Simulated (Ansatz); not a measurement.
**CH3F + GeH3 radical: a complex and its separated parts**

The complex below is one end of an elementary step. How strongly is it bound against its free parts?

Program: Ansatz 0.2.0, Gaussian basis. Level of theory: PBE0-D4/def2-TZVP structures, single points in def2-TZVPP, no counterpoise correction. These are calculated values, not measurements.

Levels: SPW92, PBE-D4, BLYP-D4, r2SCAN-D4, B97M-V, PBE0-D4, B3LYP-D4, r2SCAN0-D4, BHLYP-D4, CAM-B3LYP-D4, wB97X-V, wB97M-V, B2PLYP, PBE-QIDH, RPA on PBE, Hartree-Fock, MP2, CCSD, CCSD(T).

Correlated methods freeze the cores. Filled d shells of the heavier atoms are correlated. Orbitals are unrestricted. B3LYP uses VWN-RPA correlation. B2PLYP carries no dispersion term here.

94 further runs of the same task are left out: 94 set aside as unsound or not needed. Runs told in other sessions of the task aren't counted.

## (1) Starting geometry

The complex: 9 atoms, charge 0, spin multiplicity 2.

Atoms are counted from 1 here; the program's logs count them from 0.

Bond lengths: F1–C2 1.377 Å, C2–H4 1.092 Å, C2–H5 1.092 Å, C2–H6 1.092 Å, Ge3–H7 1.541 Å, Ge3–H8 1.541 Å, Ge3–H9 1.540 Å. Angles: F1–C2–H4 109.1°, F1–C2–H5 109.1°, F1–C2–H6 109.1°, H4–C2–H5 109.9°, H4–C2–H6 109.9°, H5–C2–H6 109.9°, H7–Ge3–H8 110.7°, H7–Ge3–H9 110.7°, H8–Ge3–H9 110.7°.

As a file:

```xyz
9
charge 0, multiplicity 2
F    -0.3681    0.4432   -0.9077
C    -0.8433    1.0358   -2.0566
Ge    0.9030   -1.1084    2.2031
H    -0.6698    2.1127   -2.0003
H    -0.3156    0.6189   -2.9172
H    -1.9135    0.8359   -2.1444
H     2.4234   -1.3068    2.0544
H     0.5905   -0.1677    3.3824
H     0.1935   -2.4635    2.3862
```

Its parts: CH3F holds atoms 1, 2, 4, 5, 6; GeH3 radical holds atoms 3, 7, 8, 9. Each part counts its atoms afresh in its own runs.

## (2) Relaxing CH3F alone

relax-a/in.yaml reads:

```yaml
crystal:
  periodic: [false, false, false]
  atoms:
    - {symbol: F, position_ang: [-0.368106, 0.443217, -0.907703]}
    - {symbol: C, position_ang: [-0.843315, 1.035760, -2.056578]}
    - {symbol: H, position_ang: [-0.669825, 2.112675, -2.000309]}
    - {symbol: H, position_ang: [-0.315625, 0.618853, -2.917245]}
    - {symbol: H, position_ang: [-1.913527, 0.835892, -2.144375]}
basis:
  gaussian: {orbitals: def2-TZVP}
hamiltonian: {xc: pbe0, dispersion: d4}
relax: {f_tol: 0.005, max_steps: 200}
```

Launch:

```console
$ ansatz run in.yaml --threads 8 --pin off --events-out ev --progress --plain --max-ram 19148MiB
```

The runs that follow: Relaxing GeH3 radical alone; SPW92/def2-TZVPP; PBE-D4/def2-TZVPP; BLYP-D4/def2-TZVPP; r2SCAN-D4/def2-TZVPP; B97M-V/def2-TZVPP; PBE0-D4/def2-TZVPP; B3LYP-D4/def2-TZVPP; r2SCAN0-D4/def2-TZVPP; BHLYP-D4/def2-TZVPP; CAM-B3LYP-D4/def2-TZVPP; wB97X-V/def2-TZVPP; wB97M-V/def2-TZVPP; B2PLYP/def2-TZVPP; PBE-QIDH/def2-TZVPP; RPA on PBE/def2-TZVPP; CCSD(T)/def2-TZVPP; Vibrations of CH3F; Vibrations of GeH3 radical.

What does the calculation give? Wanted: complex less parts, CCSD(T)/def2-TZVPP; with zero-point energy; largest T1 diagnostic.

**Answer**, as computed:

| quantity | value |
| --- | --- |
| complex less parts, CCSD(T)/def2-TZVPP | -0.89 kJ/mol |
| with zero-point energy | -0.83 kJ/mol |
| largest T1 diagnostic | 0.012 |

At CCSD(T) the complex lies 0.89 kJ/mol below its parts. Among the functionals wB97X-V lands nearest to CCSD(T) (-0.22 kJ/mol) and SPW92 farthest (-2.26 kJ/mol). By rung, the mean size of the error is: LDA 2.26, GGA 1.57, meta-GGA 1.13, hybrid 0.91, range-separated hybrid 0.63, double hybrid 0.63 kJ/mol. The double hybrids carry no dispersion term here, unlike the levels marked D4 or V. PBE-D4 gives a relative energy 1.65 kJ/mol too low, an error of 186 % of the reference. The complex's frequency run has imaginary modes: the structure is no minimum, so both the energy and the zero-point correction are in doubt. No counterpoise was applied, and triple zeta lacks some correlation, so the CCSD(T) reference has a basis error of its own, and close matches with it are partly luck.
